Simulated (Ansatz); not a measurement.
# BeSi (charge +1): a search for lower mean-field states

With Ansatz 0.2.0, Python API.

Notebook, run cell by cell (the value of a cell's last expression is shown):

```python
import ansatz as az
import numpy as np
```

```python
BASIS = "cc-pVDZ"
XC = "pbe0"
VDW = "d3bj"
CHARGE = 1
```

```python
system = (
    az.Crystal.molecule()
    .atom("Be", [0.0, 0.0, 0.0])
    .atom("Si", [0.0, 0.0, 2.175])
)
symbols = [site.symbol for site in system.cartesian_sites]
```

```python
start = np.array([site.position_ang for site in system.cartesian_sites])
for factor in [1.0, 1.25, 1.6]:
    xyz = (start - start.mean(axis=0)) * factor
    scaled = az.Crystal.molecule()
    for symbol, place in zip(symbols, xyz):
        scaled = scaled.atom(symbol, place.tolist())
    job = scaled.calculation()
    job = job.basis(gaussian=BASIS)
    job = job.functional(XC, dispersion=VDW)
    job = job.charge(CHARGE).spin("collinear", total=1)
    for search in ("off", "standard"):
        try:
            report = job.scf(lower_state_search=search).run(threads=1).report
        except az.AnsatzError as error:
            print(f"x{factor} search {search}: {type(error).__name__}")
            continue
        state = report["mean_field"]["state"]
        print(f"all distances x{factor}, search {search:8s} E = {report['free_energy_ev']:.5f} eV  <S^2> = {abs(state['spin_squared']):.3f}  other states met: {len(report['mean_field']['others'])}")
```

    all distances x1.0, search off      E = -8262.99488 eV  <S^2> = 0.754  other states met: 0
    all distances x1.0, search standard E = -8262.99488 eV  <S^2> = 0.754  other states met: 4
    all distances x1.25, search off      E = -8262.76972 eV  <S^2> = 0.841  other states met: 0
    all distances x1.25, search standard E = -8262.76972 eV  <S^2> = 0.841  other states met: 4
    all distances x1.6, search off      E = -8262.05567 eV  <S^2> = 0.968  other states met: 0
    all distances x1.6, search standard E = -8262.05567 eV  <S^2> = 0.968  other states met: 5

Total energies depend on the basis set; only differences at equal settings carry meaning. The count of other states can hold repeated and symmetry-equivalent ends of the search; scaling all distances is a test, and for more than two atoms no physical path. The run takes the species as open-shell (spin multiplicity 2), which needn't be its ground state. The expectation value of S² is noticeably off S(S+1) in at least one run, so that state is spin-contaminated. The spin state was assumed, and another may lie lower. Hardware and time: 6.6 s on 1 thread of Arm Neoverse V1, with other jobs on the host, peak memory 0.16 GiB.
